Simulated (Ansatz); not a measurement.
# UB3LYP/def2-SVPD run of GeH2ClO (SMILES [O][GeH2][Cl])

Aim: the vertical ionisation energy of GeH2ClO at UB3LYP/def2-SVPD, from 2 runs. 

Program for the calculation: Ansatz 0.2.0.

74 further runs of the same task are left out: 1 that didn't finish, 73 set aside as unsound or not needed.

### 1 Starting point

GeH2ClO has 5 atoms, charge 0, and is taken as a doublet. SMILES: `[O][GeH2][Cl]`. The coordinates come from a PBE0-D4/def2-TZVP relaxation.

Bond lengths: O1–Ge2 1.781 Å, Ge2–Cl3 2.144 Å, Ge2–H4 1.531 Å, Ge2–H5 1.531 Å. Angles: O1–Ge2–Cl3 110.8°, O1–Ge2–H4 106.5°, O1–Ge2–H5 106.5°, Cl3–Ge2–H4 108.2°, Cl3–Ge2–H5 108.2°, H4–Ge2–H5 116.7°.

### 2 The energy at UB3LYP/def2-SVPD

File job.yaml:

```yaml
crystal:
  periodic: [false, false, false]
  atoms:
    - {symbol: O, position_ang: [-0.272400, -0.591800, 1.625500]}
    - {symbol: Ge, position_ang: [0.123700, -0.081200, -0.034500]}
    - {symbol: Cl, position_ang: [-1.347100, 1.290100, -0.778900]}
    - {symbol: H, position_ang: [0.081000, -1.343800, -0.899000]}
    - {symbol: H, position_ang: [1.464600, 0.653000, 0.045400]}
basis:
  gaussian:
    orbitals: def2-SVPD
output: {orbitals: {seedname: orbitals}}
total_charge: 0
magnetization:
  spin_polarized: true
  initial_magnetization: 1
accuracy: high
hamiltonian:
  xc: {name: B3LYP}
```

Started as:

```sh
ansatz run job.yaml --threads 1 --pin off --max-ram 3480MiB --events-out events.jsonl --progress --plain --runs-dir runs
```

What it wrote:

```text
Warning: RAYON_NUM_THREADS=1 ignored (pool sized by the plan → 1); use --threads N
Functional definition: B3LYP
  name "B3LYP"
  parameter a0 = 0.2
  parameter ax = 0.72
  parameter ac = 0.81
  exchange = (1 - a0 - ax)*slater_x + ax*b88_x + a0*exact_x
  correlation = (1 - ac)*vwn_rpa_c + ac*lyp_c
1996 factors; integrals over basis functions are off by at most 4.4e-9 eV
mean field evaluation 1: about -71094.0763 eV, gradient 5.3e1 eV
mean field evaluation 2: about -70886.3200 eV, gradient 1.4e2 eV
mean field evaluation 4: about -71106.8764 eV, gradient 2.0e1 eV
mean field evaluation 8: about -71108.9813 eV, gradient 8.1e-1 eV
mean field evaluation 16: about -71109.0306 eV, gradient 8.3e-4 eV
mean field evaluation 32: about -71109.0306 eV, gradient 1.4e-7 eV
mean field -71109.03055926 eV, -2613.2086736208 hartree, gradient 9.3e-8 eV, S^2 0.754170; 2 other end points of the search recorded, 0 dependent functions left out
reference -71109.03059552 eV, -2613.2086749533 hartree; 30, 29 occupied and 74, 75 virtual orbitals, 1996 factors
Total energy: -71109.03059552 eV, -2613.2086749533 hartree
```

It took 52 s on 1 thread of Intel Xeon Platinum 8259CL at 2.50GHz (Skylake/Cascade Lake), shared host; peak memory 0.57 GiB.

### 3 The singlet cation

File input.yaml:

```yaml
crystal:
  periodic: [false, false, false]
  atoms:
    - symbol: O
      position_ang: [-0.272400, -0.591800, 1.625500]
    - symbol: Ge
      position_ang: [0.123700, -0.081200, -0.034500]
    - symbol: Cl
      position_ang: [-1.347100, 1.290100, -0.778900]
    - symbol: H
      position_ang: [0.081000, -1.343800, -0.899000]
    - symbol: H
      position_ang: [1.464600, 0.653000, 0.045400]
basis:
  gaussian:
    orbitals: def2-SVPD
total_charge: 1
hamiltonian:
  xc: {name: B3LYP}
accuracy: high
output: {orbitals: {seedname: orbitals}}
```

Started as:

```sh
ansatz run input.yaml --threads 1 --pin off --max-ram 3480MiB --events-out events.jsonl --progress --plain --runs-dir runs
```

What it wrote (excerpt; [...] marks lines left out):

```text
Warning: RAYON_NUM_THREADS=1 ignored (pool sized by the plan → 1); use --threads N
[... 7 set-up lines as earlier in the session ...]
1996 factors; integrals over basis functions are off by at most 4.5e-9 eV
mean field evaluation 1: about -71069.8132 eV, gradient 1.0e2 eV
mean field evaluation 2: about -70800.1657 eV, gradient 2.1e2 eV
mean field evaluation 4: about -71078.8710 eV, gradient 7.8e1 eV
mean field evaluation 8: about -71096.1508 eV, gradient 1.1e1 eV
mean field evaluation 16: about -71096.5226 eV, gradient 4.3e-2 eV
mean field evaluation 32: about -71095.5644 eV, gradient 1.8e1 eV
mean field -71096.52258654 eV, -2612.7490141014 hartree, gradient 2.0e-8 eV, S^2 0.000000; 5 other end points of the search recorded, 0 dependent functions left out
reference -71096.52262380 eV, -2612.7490154708 hartree; 29, 29 occupied and 75, 75 virtual orbitals, 1996 factors
Total energy: -71096.52262380 eV, -2612.7490154708 hartree
```

It took 20 s on 1 thread of Intel Xeon Platinum 8259CL at 2.50GHz (Skylake/Cascade Lake), shared host; peak memory 0.38 GiB.

### 4 Outcome

Level: UB3LYP/def2-SVPD.

| quantity | value |
| --- | --- |
| doublet GeH2ClO: total energy | -2613.20867 Eh |
| doublet GeH2ClO: HOMO energy (highest over α and β) | -8.88 eV |
| doublet GeH2ClO: LUMO energy (lowest over α and β) | -5.35 eV |
| doublet GeH2ClO: ⟨S²⟩ | 0.754 |
| singlet cation: total energy | -2612.74902 Eh |
| singlet cation: HOMO energy | -15.64 eV |
| singlet cation: LUMO energy | -14.27 eV |
| singlet cation: HOMO–LUMO gap | 1.37 eV |
| vertical ionisation energy (to the singlet cation) | 12.508 eV |

Removing an electron at fixed nuclei costs 12.51 eV (1207 kJ/mol). Only the singlet of the ionised species was computed; a triplet could lie lower.
